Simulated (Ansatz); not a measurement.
# CH₅BFNOSi: up Jacob's ladder to CCSD(T)

An exercise on one series of results from a longer session: the logs are not shown, and one member is left open.

Computed with Ansatz 0.2.0, Gaussian basis. Level: functionals in def2-TZVPP, the program's frozen cores in correlated methods.

Plan: LDA (SPW92), PBE-D4, revPBE-D4, BLYP-D4, r2SCAN-D4, B97M-V, PBE0-D4, B3LYP-D4, r2SCANh-D4, r2SCAN0-D4, HSE06-D4, BHLYP-D4, CAM-B3LYP-D4, LC-ωPBE, ωB97X-V, ωB97M-V, B2PLYP, PBE-QIDH; CCSD(T)/def2-SVP; CCSD(T)/def2-TZVPP; MP2/def2-QZVPP; extrapolation to the limit; RPA on PBE.

## The geometry

The geometry comes from an earlier relaxation with PBE0-D4 in a triple-zeta def2 set; it is a stationary point, not always the lowest conformer.

SMILES `OC1(F)NB1[SiH3]`, 11 atoms, charge 0, spin multiplicity 1.

Atoms are counted from 1 here; the program's logs count them from 0.

Bond lengths: O1–C2 1.372 Å, O1–H7 0.962 Å, C2–F3 1.381 Å, C2–N4 1.394 Å, C2–B5 1.555 Å, N4–B5 1.367 Å, N4–H8 1.008 Å, B5–Si6 1.990 Å, Si6–H9 1.487 Å, Si6–H10 1.487 Å, Si6–H11 1.487 Å. Angles: C2–O1–H7 108.2°, O1–C2–F3 109.0°, O1–C2–N4 116.4°, O1–C2–B5 127.7°, F3–C2–N4 115.3°, F3–C2–B5 121.0°, N4–C2–B5 54.9°, C2–N4–B5 68.6°, C2–N4–H8 136.5°, B5–N4–H8 154.7°, C2–B5–N4 56.5°, C2–B5–Si6 157.3°, N4–B5–Si6 146.2°, B5–Si6–H9 109.2°, B5–Si6–H10 109.2°, B5–Si6–H11 112.3°, H9–Si6–H10 108.4°, H9–Si6–H11 108.8° and more.

As a file:

```mol
CH5BFNOSi
  3D, bonds by distance, orders not assigned

 11 11  0  0  0  0  0  0  0  0999 V2000
   -0.0170   -2.3790    0.5391 O   0  0
    0.6629   -1.2130    0.2934 C   0  0
    1.9011   -1.2786    0.9006 F   0  0
    0.6702   -0.7669   -1.0273 N   0  0
    0.0804    0.1436   -0.1961 B   0  0
   -0.8243    1.9108   -0.0553 Si  0  0
   -0.1850   -2.4362    1.4843 H   0  0
    0.9568   -1.1332   -1.9220 H   0  0
   -2.1633    1.7280    0.5663 H   0  0
   -0.0192    2.8050    0.8186 H   0  0
   -0.9970    2.5625   -1.3810 H   0  0
  1  2  8  0
  2  3  8  0
  2  4  8  0
  4  5  8  0
  5  6  8  0
  1  7  8  0
  4  8  8  0
  6  9  8  0
  6 10  8  0
  6 11  8  0
  2  5  8  0
M  END
```

Set-up of the first run:

File in.yaml:

```yaml
crystal:
  periodic: [false, false, false]
  atoms:
    - {symbol: O, position_ang: [-0.016988, -2.378969, 0.539064]}
    - {symbol: C, position_ang: [0.662873, -1.213013, 0.293417]}
    - {symbol: F, position_ang: [1.901120, -1.278588, 0.900567]}
    - {symbol: N, position_ang: [0.670170, -0.766884, -1.027344]}
    - {symbol: B, position_ang: [0.080375, 0.143619, -0.196139]}
    - {symbol: Si, position_ang: [-0.824337, 1.910761, -0.055254]}
    - {symbol: H, position_ang: [-0.184985, -2.436228, 1.484260]}
    - {symbol: H, position_ang: [0.956843, -1.133245, -1.922037]}
    - {symbol: H, position_ang: [-2.163307, 1.728018, 0.566345]}
    - {symbol: H, position_ang: [-0.019217, 2.805029, 0.818585]}
    - {symbol: H, position_ang: [-0.997047, 2.562499, -1.380964]}
basis:
  gaussian: {orbitals: def2-TZVPP}
hamiltonian: {xc: lda}
output: {orbitals: {seedname: orbitals}}
```

Among the steps run: LDA; PBE-D4 (GGA); revPBE-D4 (GGA); BLYP-D4 (GGA); r2SCAN-D4 (meta-GGA); B97M-V (meta-GGA); PBE0-D4 (hybrid); B3LYP-D4 (hybrid); r2SCANh-D4 (hybrid); r2SCAN0-D4 (hybrid); HSE06-D4 (hybrid); BHLYP-D4 (hybrid); CAM-B3LYP-D4 (range-separated); LC-ωPBE (range-separated); ωB97X-V (range-separated); ωB97M-V (range-separated); B2PLYP (double hybrid); PBE-QIDH (double hybrid).

One of the session's tables, all rows but one given; the rest of the session is left out.

It belongs to the step «Orbital energies across the functionals». 

```
  functional  HOMO (eV)  gap (eV)
 LDA (SPW92)      -6.23      4.08
      PBE-D4      -6.07      4.14
   revPBE-D4      -6.00      4.17
     BLYP-D4      -5.98      4.22
   r2SCAN-D4          ?         ?
      B97M-V      -6.45      4.70
     PBE0-D4      -7.45      6.45
    B3LYP-D4      -7.26      6.07
  r2SCANh-D4      -6.83      5.46
  r2SCAN0-D4      -7.62      6.73
    HSE06-D4      -7.05      5.67
    BHLYP-D4      -8.78      8.81
CAM-B3LYP-D4      -8.86      9.00
     LC-ωPBE     -10.16     11.43
     ωB97X-V      -9.81     10.99
     ωB97M-V      -9.69     10.66
```

Q: Estimate the row for r2SCAN-D4 from the others.

Worked estimate for «HOMO (eV)». Against the share of exact exchange, r2SCANh-D4 (0.1, -6.83), r2SCAN0-D4 (0.25, -7.62) give a slope of -5.27 per unit share; at 0 the line stands at -6.30.

**Answer.** HOMO (eV): -6.31; gap (eV): 4.61. In «HOMO (eV)» the line misses by +0.01.
